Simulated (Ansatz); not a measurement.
Crystal: Hf2Pd2Se2Br2O3.

```
Hf Pd Se Br O
1.0
     5.75899    0.00000    0.00000
    -2.87949    4.98743    0.00000
     0.00000    0.00000    8.52547
Hf Pd Se Br O
2 2 2 2 3
Cartesian
  0.0000 3.3250 4.6209
  2.8795 1.6625 4.6209
  0.0000 3.3250 1.0981
  2.8795 1.6625 1.0981
  0.0000 3.3250 7.2954
  2.8795 1.6625 7.2954
  0.0000 0.0000 1.1846
  0.0000 0.0000 5.5743
  2.8795 0.0000 3.6628
  -1.4397 2.4937 3.6628
  1.4397 2.4937 3.6628
```

The cell was built by a generator and needn't be a form met in nature.

```yaml
Program: Ansatz 0.2.0
Task: relaxation of cell and atoms
Functional: PBE
Dispersion: D4
Potentials_or_basis: all-electron PAW datasets made for the crystal
k_mesh: 4 × 4 × 2
Occupations: fermi-dirac, width 0.05 eV
Spin: no spin polarisation
```

At the start: volume 22.26 Å³/atom.

Question: How do energy, volume and symmetry change on relaxing?

Answer: Over 6 steps the energy falls by 10.2 meV/atom and the volume is 20.82 Å³/atom (-6.5 %); space group P6mm (No. 183, to 0.05 Å).

The path:
| step | energy change (eV) | largest force (eV/Å) | volume (Å³) |
| --- | --- | --- | --- |
| 1 | 0.0000 | 0.1648 | 244.87 |
| 2 | -0.1019 | 0.4744 | 229.94 |
| 3 | -0.1061 | 0.1662 | 229.35 |
| 4 | -0.1117 | 0.0355 | 229.17 |
| 5 | -0.1119 | 0.0030 | 229.05 |
| 6 | -0.1118 | 0.0030 | 229.05 |

Final structure:
```
CELL_PARAMETERS angstrom
5.65975 0.00000 0.00000
-2.82987 4.90149 0.00000
0.00000 0.00000 8.25679
ATOMIC_POSITIONS crystal
Hf 0.33333 0.66667 0.54050
Hf 0.66667 0.33333 0.54050
Pd 0.33333 0.66667 0.14060
Pd 0.66667 0.33333 0.14060
Se 0.33333 0.66667 0.86099
Se 0.66667 0.33333 0.86099
Br 0.00000 0.00000 0.13973
Br 0.00000 0.00000 0.65335
O 0.50000 0.00000 0.41916
O 0.00000 0.50000 0.41916
O 0.50000 0.50000 0.41916
```

Caveat: the k mesh is coarse (spacing up to 0.37 Å⁻¹), so the values aren't converged; the k mesh is thin for a metal, which can move the energy by tens of meV per atom; pairwise dispersion overbinds metals, which lowers pressure and volume.
